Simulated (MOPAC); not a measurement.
# CH8OSn2 (SMILES [CH3][SnH]([OH])[SnH3]): PM3 (COSMO chloroform)

Wanted: a geometry optimisation of CH8OSn2. Input form: an ASE script.

Program for the calculation: MOPAC 23.2.5.

6 further runs of the same task are left out: 3 that didn't finish, 3 set aside as unsound or not needed.

## Step 1: The structure to begin with

CH8OSn2 has 12 atoms, charge 0, and is taken as a singlet. As SMILES, `[CH3][SnH]([OH])[SnH3]`. Geometry: a rough force-field guess. This is one conformer, not always the lowest. The run starts from this shape.

Bond lengths: C1–Sn2 2.100 Å, Sn2–O3 1.968 Å, Sn2–Sn4 2.807 Å, C1–H5 1.073 Å, C1–H6 1.133 Å, C1–H7 1.151 Å, Sn2–H8 1.712 Å, O3–H9 1.055 Å, Sn4–H10 1.734 Å, Sn4–H11 1.831 Å, Sn4–H12 1.715 Å. Some angles: C1–Sn2–O3 109.0°, C1–Sn2–Sn4 108.0°, O3–Sn2–Sn4 108.7°, C1–Sn2–H8 111.2°, O3–Sn2–H8 108.1°, Sn4–Sn2–H8 111.7°, Sn2–C1–H5 113.2°, Sn2–C1–H6 111.8°, Sn2–C1–H7 110.0°, Sn2–O3–H9 102.3°.

## Step 2: A geometry optimisation at PM3 (COSMO chloroform)

Contents of mopac_ase.py:

```python
from ase.calculators.mopac import MOPAC
from ase.optimize import BFGS
from ase import Atoms

atoms = Atoms(
    ['C', 'Sn', 'O', 'Sn', 'H', 'H', 'H', 'H', 'H', 'H', 'H', 'H'],
    positions=[
        [-0.748300, 1.805300, 0.012000],
        [-0.334300, -0.053900, -0.872100],
        [1.115600, 0.168100, -2.184400],
        [0.535600, -1.801100, 1.145100],
        [0.103000, 2.241500, 0.498100],
        [-1.620800, 1.743600, 0.731600],
        [-1.083600, 2.557300, -0.792800],
        [-1.704900, -0.667600, -1.694300],
        [1.923400, 0.472100, -1.578100],
        [0.842500, -3.369300, 0.471000],
        [-0.848800, -1.988600, 2.328700],
        [1.897600, -1.162600, 1.969400],
    ],
)
mopac = MOPAC(label="job", method="PM3", task="1SCF GRADIENTS RELSCF=10 EPS=4.71 THREADS=1 AUX(PRECISION=6)")
atoms.calc = mopac
opt = BFGS(atoms, trajectory="opt.traj")
done = opt.run(fmax=0.05, steps=80)
print("converged:", done)
energy = atoms.get_potential_energy()
print("energy / eV: %.6f" % energy)
print("forces (eV/A):")
for sym, f in zip(atoms.get_chemical_symbols(), atoms.get_forces()):
    print(f"{sym:2s} {f[0]:10.5f} {f[1]:10.5f} {f[2]:10.5f}")
print("dipole (e A):", atoms.get_dipole_moment().round(4))
homo, lumo = mopac.get_homo_lumo_levels()
print(f"HOMO {homo:.3f} eV, LUMO {lumo:.3f} eV, gap {lumo - homo:.3f} eV")
print("final positions (A):")
for atom in atoms:
    print(f"{atom.symbol:2s} {atom.x:11.6f} {atom.y:11.6f} {atom.z:11.6f}")
```

Command:

```
$ export ASE_MOPAC_COMMAND="mopac PREFIX.mop > /dev/null 2>&1"
$ python mopac_ase.py
```

Q: Predict the results. Wanted: total energy at the end; dipole moment; HOMO energy; LUMO energy; HOMO–LUMO gap; heat of formation.

**Answer.** As computed:

At PM3 (COSMO chloroform):

```
               quantity           value
total energy at the end    -25.66617 Eh
          dipole moment          4.47 D
            HOMO energy       -11.09 eV
            LUMO energy        -1.74 eV
          HOMO–LUMO gap         9.35 eV
      heat of formation  -26.5 kcal/mol
```

In words: At the final geometry: Bond lengths: C1–Sn2 2.066 Å, Sn2–O3 1.941 Å, Sn2–Sn4 2.727 Å, C1–H5 1.094 Å, C1–H6 1.095 Å, C1–H7 1.098 Å, Sn2–H8 1.662 Å, O3–H9 0.942 Å, Sn4–H10 1.699 Å, Sn4–H11 1.696 Å, Sn4–H12 1.699 Å. Some angles: C1–Sn2–O3 110.2°, C1–Sn2–Sn4 107.4°, O3–Sn2–Sn4 109.2°, C1–Sn2–H8 121.1°, O3–Sn2–H8 108.5°, Sn4–Sn2–H8 99.6°, Sn2–C1–H5 113.4°, Sn2–C1–H6 112.5°, Sn2–C1–H7 109.1°, Sn2–O3–H9 123.0°. The optimisation stopped short of its gradient threshold. The optimisation took 29 steps and changed the energy by -0.746 eV.
